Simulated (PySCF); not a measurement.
# [(NH3)2(H2O)Fe(mu-H)Mn(NH3)2(H2O)]4+: magnetic exchange

Wanted: magnetic exchange for [(NH3)2(H2O)Fe(mu-H)Mn(NH3)2(H2O)]4+.

Programs: PySCF 2.14.0, with routines of our own; each step states its level. All values are computed. Atoms count from 0.

## 1. The system as given

25 atoms, charge 4, high-spin multiplicity 11; geometry from: idealised, bond lengths from ionic radii.

The system (corner-sharing dimer): [(NH3)2(H2O)Fe(mu-H)Mn(NH3)2(H2O)]4+. The metals (Fe(III), Mn(II)) are 3.43 Å apart; the bridge angle is 176°; the spin sites are atom 0 (5 unpaired) and atom 1 (5 unpaired).

## 2. Magnetic exchange: B3LYP/def2-SVP in water

What the job is given:

```
{"job": {"kind": "bs", "xc": "B3LYP", "basis": "def2-SVP", "grid": 1, "solvent": "water"}, "charge": 4, "high_spin_multiplicity": 11, "spin_sites": [[[0], 5], [[1], 5]]}
Fe    -1.741800     0.013400    -0.079300
Mn     1.690300     0.013400    -0.079300
H     -0.112900     0.067200    -0.079300
N     -2.380800    -0.007700     1.731200
H     -1.888700     0.679300     2.302400
H     -3.376700     0.209200     1.771700
H     -2.243600    -0.923800     2.158400
O     -2.411000     1.511100    -0.956300
H     -2.771200     2.317500    -0.559600
H     -2.476400     1.657700    -1.911100
N     -2.329000    -1.574900    -0.984600
H     -2.597000    -2.299500    -0.318600
H     -3.136600    -1.382400    -1.577300
H     -1.590500    -1.954000    -1.577300
N      2.385900    -0.007400     1.891500
H      3.125000     0.682400     2.027300
H      1.635300     0.206700     2.548200
H      2.764200    -0.922100     2.137900
O      2.316500    -1.663800    -1.036500
H      2.625500    -2.491200    -0.639700
H      2.372700    -1.814200    -1.991200
N      2.436800     1.698700    -1.064800
H      2.749700     2.405100    -0.398700
H      3.230700     1.455900    -1.657500
H      1.723600     2.123500    -1.657500
```

With the program's defaults for keys left out, this is: B3LYP/def2-SVP high-spin and broken-symmetry single points, IEF-PCM water.

On the command line:

```bash
$ OMP_NUM_THREADS=1 python exch_run.py task.json out
```

The driver reads the jobs from task.json and runs them one after another.

Log:

```text
high-spin state, multiplicity 11
final grid: 87768 points
cycle   1  E = -2773.4734313417  dE =  1.832e+01  |g| = 4.261e+00  |ddm| = 1.198e+01
cycle   2  E = -2630.5234849062  dE =  1.429e+02  |g| = 9.888e+00  |ddm| = 3.433e+01
cycle   3  E = -2779.9901871802  dE = -1.495e+02  |g| = 4.358e+00  |ddm| = 2.825e+01
cycle   4  E = -2792.2125001671  dE = -1.222e+01  |g| = 1.774e+00  |ddm| = 7.149e+00
cycle   5  E = -2793.3217822186  dE = -1.109e+00  |g| = 4.476e-01  |ddm| = 1.570e+00
cycle   6  E = -2793.3179806751  dE =  3.802e-03  |g| = 4.865e-01  |ddm| = 6.548e-01
cycle   7  E = -2793.3882796151  dE = -7.030e-02  |g| = 2.567e-01  |ddm| = 2.643e-01
cycle   8  E = -2793.4099398504  dE = -2.166e-02  |g| = 1.269e-01  |ddm| = 1.245e-01
cycle   9  E = -2793.4165861490  dE = -6.646e-03  |g| = 5.483e-02  |ddm| = 1.376e-01
cycle  10  E = -2793.4175969424  dE = -1.011e-03  |g| = 1.988e-02  |ddm| = 4.367e-02
cycle  11  E = -2793.4177208807  dE = -1.239e-04  |g| = 9.576e-03  |ddm| = 1.322e-02
cycle  12  E = -2793.4177573561  dE = -3.648e-05  |g| = 2.441e-03  |ddm| = 7.777e-03
cycle  13  E = -2793.4177609464  dE = -3.590e-06  |g| = 6.178e-04  |ddm| = 4.147e-03
cycle  14  E = -2793.4177613164  dE = -3.700e-07  |g| = 3.455e-04  |ddm| = 1.060e-03
cycle  15  E = -2793.4177614206  dE = -1.042e-07  |g| = 2.026e-04  |ddm| = 8.021e-04
cycle  16  E = -2793.4177614359  dE = -1.523e-08  |g| = 1.197e-04  |ddm| = 1.949e-04
cycle  17  E = -2793.4177614442  dE = -8.314e-09  |g| = 2.135e-05  |ddm| = 1.602e-04
converged SCF energy = -2793.4177614442

broken-symmetry state, M_S = 0, start: spins of the second site flipped
final grid: 87768 points
cycle   1  E = -2793.4289060018  dE = -1.846e-02  |g| = 5.867e-02  |ddm| = 4.050e-01
cycle   2  E = -2793.4229445252  dE =  5.961e-03  |g| = 1.348e-01  |ddm| = 1.587e-01
cycle   3  E = -2793.4309751884  dE = -8.031e-03  |g| = 2.115e-02  |ddm| = 1.292e-01
cycle   4  E = -2793.4312079337  dE = -2.327e-04  |g| = 1.121e-02  |ddm| = 2.773e-02
cycle   5  E = -2793.4312848730  dE = -7.694e-05  |g| = 2.991e-03  |ddm| = 1.707e-02
cycle   6  E = -2793.4312941028  dE = -9.230e-06  |g| = 9.780e-04  |ddm| = 7.799e-03
cycle   7  E = -2793.4312949087  dE = -8.059e-07  |g| = 4.480e-04  |ddm| = 1.782e-03
cycle   8  E = -2793.4312951787  dE = -2.700e-07  |g| = 1.343e-04  |ddm| = 1.047e-03
cycle   9  E = -2793.4312952706  dE = -9.184e-08  |g| = 8.063e-05  |ddm| = 8.393e-04
cycle  10  E = -2793.4312952851  dE = -1.455e-08  |g| = 6.192e-05  |ddm| = 2.623e-04
cycle  11  E = -2793.4312952956  dE = -1.054e-08  |g| = 1.868e-05  |ddm| = 3.173e-04
cycle  12  E = -2793.4312952968  dE = -1.120e-09  |g| = 1.334e-05  |ddm| = 1.052e-04
converged SCF energy = -2793.4312952968

<S^2> high spin = 30.0093, broken symmetry = 4.8139
E(HS) - E(BS) = 2970.34 cm-1
J_noodleman = -118.81 cm-1
J_unprojected = -99.01 cm-1
J_yamaguchi = -117.89 cm-1
```

It took 2.6 min on 1 thread of Arm Neoverse N1, shared host; peak memory 1.5 GiB.

Key values:

| quantity | value |
| --- | --- |
| J (Yamaguchi) | -118 cm⁻¹ |
| low less high spin, projected | -10.1 kcal/mol |

Mulliken spin populations of the high-spin state:

Fe0 4.39; Mn1 5.01; H2 0.04; N3 0.15; H4 0.01; H5 0.01; H6 0.01; O7 0.12; H8 0.01; H9 0.01; N10 0.15; H11 0.01; H12 0.01; H13 0.01; N14 0.01; H15 0.00; H16 0.00; H17 0.00; O18 0.02; H19 0.01; H20 0.01; N21 0.01; H22 0.00; H23 0.00; H24 0.00

The fields below are evaluated on a grid from the run's orbitals.

ELF in a plane through or near 6 of the atoms.

Ten even steps from ' ' (0.00) to '@' (0.99):
```
                                                        
                                                        
                                                        
                ..==####::                              
          ::::::==@@@@@@##        ..::::..              
        ::**######@@@@@@**      ..==****++==++::        
        ==%%@@%%::++%%++..      ..++++::##@@@@%%..      
          --++##%%%%**::    ..  ::**%%++##%%%%++        
            ..====....    ==**..  ..==##++--::          
                ..****==::@@@@--==****::..              
                ::##**++::@@@@==++++**--..              
            ........::....##%%::..::..                  
          ::::::::..      ::==..                        
        ::++==::....                                    
          ::::                                          
                                                        
                                                        
                                                        
                                                        
                                                        
```
The map spans 11.9 Å across and 10.3 Å up, centred on the molecule. Atoms in the plane (x, y in Å): Fe0 (1.7, -0.1), Mn1 (-1.7, -0.1), H2 (0.1, -0.1), N3 (2.4, 1.7), N14 (-2.4, 1.9), H16 (-1.6, 2.5).

On the surface of density 0.002 e/bohr³ the electrostatic potential runs, from the 1st to the 99th percentile, from 12.65 to 18.19 V.

The spin density lies nearest to Mn1 48 % (beta excess); Fe0 42 %.

## 3. Magnetic exchange: CASSCF and SC-NEVPT2/def2-SVP (10,10) in water

The job, as its differences from that of step 2:

```diff
@@ -1,2 +1,2 @@
-{"job": {"kind": "bs", "xc": "B3LYP", "basis": "def2-SVP", "grid": 1, "solvent": "water"}, "charge": 4, "high_spin_multiplicity": 11, "spin_sites": [[[0], 5], [[1], 5]]}
+{"job": {"kind": "cas", "xc": "B3LYP", "basis": "def2-SVP", "grid": 1, "active": "magnetic", "zfs": false, "npt": 2, "solvent": "water"}, "charge": 4, "high_spin_multiplicity": 11, "spin_sites": [[[0], 5], [[1], 5]]}
 Fe    -1.741800     0.013400    -0.079300
```

With the program's defaults for keys left out, this is: CASSCF and SC-NEVPT2/def2-SVP spin states, IEF-PCM water.

Log:

```text
start orbitals: natural orbitals of the high-spin B3LYP determinant (converged)
active space: 10 electrons in 10 orbitals, 49 closed; orbitals optimised for multiplicities 11 9 7
macro   0  E = -2788.6635448386  dE =  0.000e+00  |g| = 1.066e+00
macro   1  E = -2788.7612596477  dE = -9.771e-02  |g| = 3.213e-01
macro   2  E = -2788.7846319229  dE = -2.337e-02  |g| = 2.508e-01
macro   3  E = -2788.7905861006  dE = -5.954e-03  |g| = 1.021e-01
macro   4  E = -2788.7926924539  dE = -2.106e-03  |g| = 4.414e-02
macro   5  E = -2788.7929895297  dE = -2.971e-04  |g| = 2.273e-02
macro   6  E = -2788.7930735387  dE = -8.401e-05  |g| = 8.401e-03
macro   7  E = -2788.7930894091  dE = -1.587e-05  |g| = 3.740e-03
macro   8  E = -2788.7930922547  dE = -2.846e-06  |g| = 1.753e-03
macro   9  E = -2788.7930927649  dE = -5.102e-07  |g| = 6.776e-04
macro  10  E = -2788.7930928299  dE = -6.501e-08  |g| = 2.898e-04
CASSCF converged, mean energy = -2788.7930928299
2S+1 = 11  root 0  E(CAS) = -2788.79262696  E(NEVPT2) = -2790.40004275  occupations 1.000 1.000 1.000 1.000 1.000 1.000 1.000 1.000 1.000 1.000
2S+1 = 9  root 0  E(CAS) = -2788.79312849  E(NEVPT2) = -2790.40087005  occupations 1.035 1.004 1.003 1.000 1.000 1.000 1.000 0.997 0.996 0.965
2S+1 = 7  root 0  E(CAS) = -2788.79352305  occupations 1.063 1.007 1.006 1.000 1.000 1.000 1.000 0.994 0.993 0.937
2S+1 = 5  root 0  E(CAS) = -2788.79381522  occupations 1.083 1.009 1.008 1.000 1.000 1.000 1.000 0.992 0.991 0.917
2S+1 = 3  root 0  E(CAS) = -2788.53580436  occupations 1.157 1.129 1.074 1.017 0.997 0.970 0.926 0.919 0.909 0.902
2S+1 = 1  root 0  E(CAS) = -2788.75930702  occupations 1.035 1.007 1.006 1.003 1.002 1.001 1.000 0.994 0.993 0.959
```

Wall time 1.9 min (1 thread of Arm Neoverse N1, shared host); peak memory 1.1 GiB.

Warnings kept with the result: a CI root did not converge.

The solvent's field is frozen at that of the high-spin determinant; only differences between these total energies have meaning.

J and the spin gap of this run are not to be taken as properties: the CI did not converge.

## 4. Magnetic exchange: LC-wPBE/def2-SVP in water

The job, as its differences from that of step 3:

```diff
@@ -1,2 +1,2 @@
-{"job": {"kind": "cas", "xc": "B3LYP", "basis": "def2-SVP", "grid": 1, "active": "magnetic", "zfs": false, "npt": 2, "solvent": "water"}, "charge": 4, "high_spin_multiplicity": 11, "spin_sites": [[[0], 5], [[1], 5]]}
+{"job": {"kind": "bs", "xc": "LC-wPBE", "basis": "def2-SVP", "grid": 1, "solvent": "water"}, "charge": 4, "high_spin_multiplicity": 11, "spin_sites": [[[0], 5], [[1], 5]]}
 Fe    -1.741800     0.013400    -0.079300
```

Level: LC-wPBE/def2-SVP high-spin and broken-symmetry single points, IEF-PCM water.

Log:

```text
high-spin state, multiplicity 11
final grid: 87768 points
cycle   1  E = -2792.7718238269  dE = -5.999e-03  |g| = 3.925e-02  |ddm| = 1.903e-01
cycle   2  E = -2792.7720812934  dE = -2.575e-04  |g| = 3.927e-02  |ddm| = 6.596e-02
cycle   3  E = -2792.7726809903  dE = -5.997e-04  |g| = 9.057e-03  |ddm| = 3.889e-02
cycle   4  E = -2792.7727280299  dE = -4.704e-05  |g| = 3.467e-03  |ddm| = 1.151e-02
cycle   5  E = -2792.7727393304  dE = -1.130e-05  |g| = 1.057e-03  |ddm| = 5.865e-03
cycle   6  E = -2792.7727418483  dE = -2.518e-06  |g| = 6.445e-04  |ddm| = 2.723e-03
cycle   7  E = -2792.7727430251  dE = -1.177e-06  |g| = 3.026e-04  |ddm| = 2.072e-03
cycle   8  E = -2792.7727433457  dE = -3.207e-07  |g| = 1.696e-04  |ddm| = 1.125e-03
cycle   9  E = -2792.7727434298  dE = -8.402e-08  |g| = 6.689e-05  |ddm| = 6.128e-04
cycle  10  E = -2792.7727434450  dE = -1.520e-08  |g| = 3.223e-05  |ddm| = 2.598e-04
cycle  11  E = -2792.7727434477  dE = -2.707e-09  |g| = 1.524e-05  |ddm| = 8.782e-05
converged SCF energy = -2792.7727434477

broken-symmetry state, M_S = 0, start: spins of the second site flipped
final grid: 87768 points
cycle   1  E = -2792.7786115865  dE = -1.269e-02  |g| = 2.925e-02  |ddm| = 2.275e-01
cycle   2  E = -2792.7808620548  dE = -2.250e-03  |g| = 1.588e-02  |ddm| = 8.215e-02
cycle   3  E = -2792.7815638534  dE = -7.018e-04  |g| = 1.805e-02  |ddm| = 5.005e-02
cycle   4  E = -2792.7819804899  dE = -4.166e-04  |g| = 6.199e-03  |ddm| = 3.750e-02
cycle   5  E = -2792.7821581884  dE = -1.777e-04  |g| = 4.586e-03  |ddm| = 3.102e-02
cycle   6  E = -2792.7822253674  dE = -6.718e-05  |g| = 1.834e-03  |ddm| = 2.156e-02
cycle   7  E = -2792.7822411121  dE = -1.574e-05  |g| = 8.449e-04  |ddm| = 1.053e-02
cycle   8  E = -2792.7822430603  dE = -1.948e-06  |g| = 2.958e-04  |ddm| = 3.154e-03
cycle   9  E = -2792.7822433423  dE = -2.819e-07  |g| = 1.693e-04  |ddm| = 1.029e-03
cycle  10  E = -2792.7822434442  dE = -1.019e-07  |g| = 1.176e-04  |ddm| = 5.103e-04
cycle  11  E = -2792.7822435214  dE = -7.725e-08  |g| = 6.739e-05  |ddm| = 4.904e-04
cycle  12  E = -2792.7822435568  dE = -3.536e-08  |g| = 3.973e-05  |ddm| = 4.628e-04
cycle  13  E = -2792.7822435648  dE = -8.079e-09  |g| = 2.009e-05  |ddm| = 2.437e-04
converged SCF energy = -2792.7822435648

<S^2> high spin = 30.0078, broken symmetry = 4.8884
E(HS) - E(BS) = 2085.03 cm-1
J_noodleman = -83.40 cm-1
J_unprojected = -69.50 cm-1
J_yamaguchi = -83.00 cm-1
```

Run time: 1.9 min. Hardware: 1 thread of Arm Neoverse N1, shared host; peak memory 1.8 GiB.

From this job:

| quantity | value |
| --- | --- |
| J (Yamaguchi) | -83 cm⁻¹ |
| low less high spin, projected | -7.1 kcal/mol |

## 5. The levels compared

J for H = −2J S1·S2; the gap is low spin less high spin (projected; unprojected where the broken-symmetry state collapsed; or NEVPT2):

| step | level | geometry | J (cm⁻¹) | gap (kcal/mol) | time |
| --- | --- | --- | --- | --- | --- |
| 2 | B3LYP/def2-SVP in water | one | -118 | -10.1 | 2.6 min |
| 4 | LC-wPBE/def2-SVP in water | one | -83 | -7.1 | 1.9 min |

## 6. Summary of results

| quantity | value |
| --- | --- |
| J (Yamaguchi) (step 2, B3LYP/def2-SVP in water) | -118 cm⁻¹ |
| low less high spin, projected (step 2, B3LYP/def2-SVP in water) | -10.1 kcal/mol |
| J | -118 (B3LYP/def2-SVP in water) to -83 cm⁻¹ (LC-wPBE/def2-SVP in water) |

What this shows: Step 3 is set aside for J and the spin gap: the CI did not converge. The levels with a meaningful J put the low-spin state lower (antiferromagnetic coupling), from -118 to -83 cm⁻¹.
